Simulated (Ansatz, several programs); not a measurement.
In2GaP3, ordered on the zincblende lattice (P3m1) with 6 atoms a cell, relaxed with r2SCAN in Ansatz (plane waves, PAW): the symmetry is P3m1 (No. 156, trigonal); a = 4.071 Å, c = 10.000 Å in the conventional setting, 23.92 Å³ an atom. Around Ga lie 4 P at 2.36–2.46 Å; around In lie 4 P at 2.52–2.56 Å; around In lie 4 P at 2.52–2.54 Å; around P lie 3 Ga at 2.46 Å and 1 In at 2.56 Å; around P lie 4 In at 2.52–2.54 Å; around P lie 1 Ga at 2.36 Å and 3 In at 2.52 Å. The cell was then scaled with its shape and fractional coordinates held, which makes it stiffer than a relaxed compression. All values are calculated for a non-magnetic cell, which may be hypothetical.

```csv
V (Å³/atom),E (meV/atom)
22.481,22.01
23.198,5.17
23.916,0.00
25.351,17.88
```

**Question.** Pass a cubic E = c₀ + c₁u + c₂u² + c₃u³, with u = V − 23.736 Å³, through these points.

**Answer.** c₀ = 0.29, c₁ = -3.410, c₂ = 10.103, c₃ = -0.7727 (meV and Å³).

**Question.** Where is the minimum, and what bulk modulus follows?

**Answer.** dE/du = 0 at u = +0.172, so V₀ = 23.91 Å³. B = V₀ d²E/dV² = 23.91 × (2c₂ + 6c₃u) = 23.91 × 19.408 = 464 meV/Å³, and 1 meV/Å³ is 0.16022 GPa: 74 GPa. A third-order Birch-Murnaghan fit to all five points gives 23.91 Å³ and 74 GPa.

**Question.** Predict the energy and the pressure at the withheld volume, 24.633 Å³.

**Answer.** With u = +0.897: E ≈ 4.80 meV and P = −dE/dV ≈ -2.06 GPa. The run gives 4.75 meV and, from its stress, -2.05 GPa.
